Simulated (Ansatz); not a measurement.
# C3H7ClGe: up Jacob's ladder to CCSD(T)

Aim: compute C3H7ClGe with functionals from several rungs and with coupled cluster. The yardstick is the atomisation energy at the CCSD(T) limit.

Program: Ansatz 0.2.0, Gaussian basis. Level of theory: functionals in def2-TZVPP, the program's frozen cores in correlated methods. These are calculated values, not measurements.

Levels to be run: LDA (SPW92), PBE-D4, revPBE-D4, BLYP-D4, r2SCAN-D4, B97M-V, PBE0-D4, B3LYP-D4, r2SCANh-D4, r2SCAN0-D4, HSE06-D4, BHLYP-D4, CAM-B3LYP-D4, LC-ωPBE, ωB97X-V, ωB97M-V, B2PLYP, PBE-QIDH; CCSD(T)/def2-SVP; CCSD(T)/def2-TZVPP; MP2/def2-QZVPP; extrapolation to the limit; RPA on PBE.

## (1) The geometry

An earlier PBE0-D4 in a triple-zeta def2 set relaxation fixed the geometry.

12 atoms, charge 0, spin multiplicity 1.

Atoms are counted from 1 here; the program's logs count them from 0.

Bond lengths: C1–C2 1.522 Å, C1–H6 1.093 Å, C1–H7 1.096 Å, C1–H8 1.095 Å, C2–C3 1.524 Å, C2–Ge4 2.007 Å, C2–H9 1.099 Å, C3–H10 1.096 Å, C3–H11 1.095 Å, C3–H12 1.093 Å, Ge4–Cl5 2.201 Å. Angles: C2–C1–H6 110.9°, C2–C1–H7 110.7°, C2–C1–H8 112.5°, H6–C1–H7 107.7°, H6–C1–H8 107.7°, H7–C1–H8 107.1°, C1–C2–C3 112.1°, C1–C2–Ge4 112.4°, C1–C2–H9 109.1°, C3–C2–Ge4 110.4°, C3–C2–H9 108.9°, Ge4–C2–H9 103.6°, C2–C3–H10 110.7°, C2–C3–H11 112.7°, C2–C3–H12 110.9°, H10–C3–H11 107.0°, H10–C3–H12 107.7°, H11–C3–H12 107.7° and more.

## (2) LDA

This LDA is Slater exchange with PW92 correlation.

in.yaml reads:

```yaml
crystal:
  periodic: [false, false, false]
  atoms:
    - {symbol: C, position_ang: [-0.652694, 0.354550, 1.112491]}
    - {symbol: C, position_ang: [-0.114314, -0.607264, 0.062368]}
    - {symbol: C, position_ang: [1.253418, -0.180270, -0.457795]}
    - {symbol: Ge, position_ang: [-1.391134, -0.868809, -1.463258]}
    - {symbol: Cl, position_ang: [-1.469451, 1.226205, -2.132033]}
    - {symbol: H, position_ang: [-0.766183, 1.359555, 0.698872]}
    - {symbol: H, position_ang: [0.032784, 0.420572, 1.964917]}
    - {symbol: H, position_ang: [-1.626235, 0.044750, 1.505311]}
    - {symbol: H, position_ang: [-0.029993, -1.609821, 0.503626]}
    - {symbol: H, position_ang: [1.982245, -0.137627, 0.359254]}
    - {symbol: H, position_ang: [1.654045, -0.869803, -1.208378]}
    - {symbol: H, position_ang: [1.204412, 0.812861, -0.911376]}
basis:
  gaussian: {orbitals: def2-TZVPP}
hamiltonian: {xc: lda}
output: {orbitals: {seedname: orbitals}}
```

Launch:

```bash
> ansatz run in.yaml --threads 4 --pin off --events-out ev --progress --plain --max-ram 11315MiB
```

The runs that follow: PBE-D4 (GGA); revPBE-D4 (GGA); BLYP-D4 (GGA); r2SCAN-D4 (meta-GGA); B97M-V (meta-GGA); B3LYP-D4 (hybrid); r2SCANh-D4 (hybrid); r2SCAN0-D4 (hybrid); HSE06-D4 (hybrid); BHLYP-D4 (hybrid); CAM-B3LYP-D4 (range-separated); LC-ωPBE (range-separated); ωB97X-V (range-separated); ωB97M-V (range-separated); B2PLYP (double hybrid); PBE-QIDH (double hybrid); CCSD(T) in def2-SVP; CCSD(T) in def2-TZVPP; MP2 in def2-QZVPP; RPA on PBE orbitals.

Before running them: what should the planned runs give, taken together? Wanted: atomisation energy, CCSD(T)/CBS; farthest beyond LDA; mean size of error, GGA; mean size of error, meta-GGA; mean size of error, hybrid; mean size of error, range-separated; mean size of error, double hybrid; gap, smallest and largest; T1 diagnostic.

The runs gave:

| quantity | value |
| --- | --- |
| atomisation energy, CCSD(T)/CBS | 1059.5 kcal/mol |
| functionals within 10.6 kcal/mol (1.0 %) | revPBE-D4, BLYP-D4, r2SCAN-D4, B97M-V, PBE0-D4, B3LYP-D4, r2SCANh-D4, r2SCAN0-D4, HSE06-D4, CAM-B3LYP-D4, LC-ωPBE, ωB97X-V, ωB97M-V, PBE-QIDH |
| farthest beyond LDA | BHLYP-D4 (-26.2 kcal/mol) |
| mean size of error, GGA | 9.5 kcal/mol |
| mean size of error, meta-GGA | 2.2 kcal/mol |
| mean size of error, hybrid | 8.5 kcal/mol |
| mean size of error, range-separated | 2.7 kcal/mol |
| mean size of error, double hybrid | 9.0 kcal/mol |
| gap, smallest and largest | 1.89 eV (LDA (SPW92)), 8.53 eV (LC-ωPBE) |
| T1 diagnostic | 0.0114 |
| triples share of the correlation energy | 4.0 % |

What this shows: The LDA atomisation energy is off by 143.0 kcal/mol (13 %): it overbinds. PBE-D4 is off by +18.4 kcal/mol. Double hybrids carry the basis error of their MP2 part in triple zeta, and no dispersion term here, so their miss is partly the set-up's. The rungs meta-GGA, range-separated, hybrid, double hybrid, GGA miss on average by less than the doubt on the reference (10.6 kcal/mol), so they tie. The reference freezes the cores and leaves out relativity and excitations past (T), and its outer-core shells are covered unevenly, so misses under about 10.6 kcal/mol can't be ranked. Hartree-Fock recovers 74 % of the binding; the rest is correlation. CCSD(T) in def2-SVP is off by -51.3 kcal/mol, more than most functionals: a good method in a small basis is no reference. The gap grows from 1.9 to 8.5 eV across the functionals, mostly with the share of exact exchange. The restricted reference is unstable towards a spin-broken one. Correlated methods include outer-core shells of Ge, which these sets cover unevenly.
